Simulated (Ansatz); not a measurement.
I need a small convex hull of the La-Pt system. Use Ansatz 0.2.0, Python API. Level of theory (first run): r2SCAN, PAW, cutoff 503 eV, 5×5×5 k-points, cold smearing of 0.1 eV.

`hull_lapt2.py`
```python
"""Convex hull of a few La-Pt phases, after relaxing cells and atoms."""

from collections import Counter
from dataclasses import dataclass
import warnings

import ansatz as az
import numpy as np


@dataclass
class Settings:
    k_spacing: float = 0.3
    smearing: str = "cold"
    sigma: float = 0.1


settings = Settings()


def compute(name, crystal):
    calc = (
        crystal.calculation()
        .functional(az.Functional.R2SCAN)
        .basis(37 * az.Ry)
        .kpoints(spacing=settings.k_spacing)
        .occupations(settings.smearing, width=settings.sigma)
    )
    calc = calc.relax(force_tolerance=0.03, max_steps=40, cell=True)
    return calc.run(threads=1, backend="cpu")


def counts(outcome):
    return Counter(site.symbol for site in outcome.lattice.sites)

def formation_energy(outcome, mu):
    n = counts(outcome)
    return (outcome.report["energy_sigma0_ev"] - sum(k * mu[element] for element, k in n.items())) / sum(n.values())


def main() -> None:
    warnings.simplefilter("ignore", az.DeckWarning)

    phases = {}
    lapt2_fd_3m = (
        az.Lattice.of((0.0, 3.887, 3.887), (3.887, 0.0, 3.887), (3.887, 3.887, 0.0))
        .atom("La", (0.0, 0.0, 0.0))
        .atom("La", (0.25, 0.25, 0.25))
        .atom("Pt", (0.625, 0.625, 0.625))
        .atom("Pt", (0.125, 0.625, 0.625))
        .atom("Pt", (0.625, 0.625, 0.125))
        .atom("Pt", (0.625, 0.125, 0.625))
    )
    phases["LaPt2 Fd-3m"] = lapt2_fd_3m
    lapt3_pm_3m = (
        az.Lattice.cubic(4.0745)
        .space_group(221)
        .atom("La", (0.0, 0.0, 0.0))
        .atom("Pt", (0.0, 0.5, 0.5))
    )
    phases["LaPt3 Pm-3m"] = lapt3_pm_3m
    la = (
        az.Lattice.from_parameters(3.77, 3.77, 12.159, alpha=90, beta=90, gamma=120)
        .space_group(194)
        .atom("La", (0.0, 0.0, 0.0))
        .atom("La", (1 / 3, 2 / 3, 0.75))
    )
    phases["La"] = la
    pt = (
        az.Lattice.fcc(3.9218)
        .space_group(225)
        .atom("Pt", (0.0, 0.0, 0.0))
        .primitive()
    )
    phases["Pt"] = pt

    done = {name: compute(name, crystal) for name, crystal in phases.items()}

    # chemical potentials of the elements at zero temperature
    references = {"La": "La", "Pt": "Pt"}
    mu = {element: done[name].report["energy_sigma0_ev"] / len(done[name].lattice.sites) for element, name in references.items()}
    points = sorted((counts(o)["Pt"] / len(o.lattice.sites), formation_energy(o, mu), name) for name, o in done.items())

    # lower hull by a monotone chain
    hull = []
    for x, e, _ in points:
        while len(hull) > 1 and (hull[-1][0] - hull[-2][0]) * (e - hull[-2][1]) - (hull[-1][1] - hull[-2][1]) * (x - hull[-2][0]) <= 0:
            hull.pop()
        hull.append((x, e))
    rows = [(name, x, e, e - np.interp(x, *zip(*hull))) for x, e, name in points]
    print("     phase       x(Pt)  E_form (eV/atom)  above hull (eV/atom)")
    for row in rows:
        print(f"{str(row[0]):>10}  {row[1]:10.3f}  {row[2]:16.4f}  {row[3]:20.4f}")
    print("on the hull of these phases:", ", ".join(row[0] for row in rows if row[3] < 1e-6))


if __name__ == "__main__":
    main()
```

`python hull_lapt2.py` gives:
```text
     phase       x(Pt)  E_form (eV/atom)  above hull (eV/atom)
        La       0.000            0.0000                0.0000
LaPt2 Fd-3m       0.667           -1.1668                0.0000
LaPt3 Pm-3m       0.750           -0.8967                0.0000
        Pt       1.000            0.0000                0.0000
on the hull of these phases: La, LaPt2 Fd-3m, LaPt3 Pm-3m, Pt
```

What to keep in mind:
- For the metals among these phases the mesh is modest: differences between phases can be off by up to 40 meV an atom.
- Spin-orbit coupling, which matters for elements this heavy, is left out.
- The cells come from databases of deposited and of computed structures, and not all need be stable phases.
- Differences under about 40 meV an atom lie within the error of mesh and functional, so such verdicts may flip; only the cells listed enter the hull.
- Wall time of the script: 110 s on 1 thread of Arm Neoverse V2, with other jobs on the host, peak memory 0.9 GiB.

(Lines on the test bed's own set-up are left out of the output.)
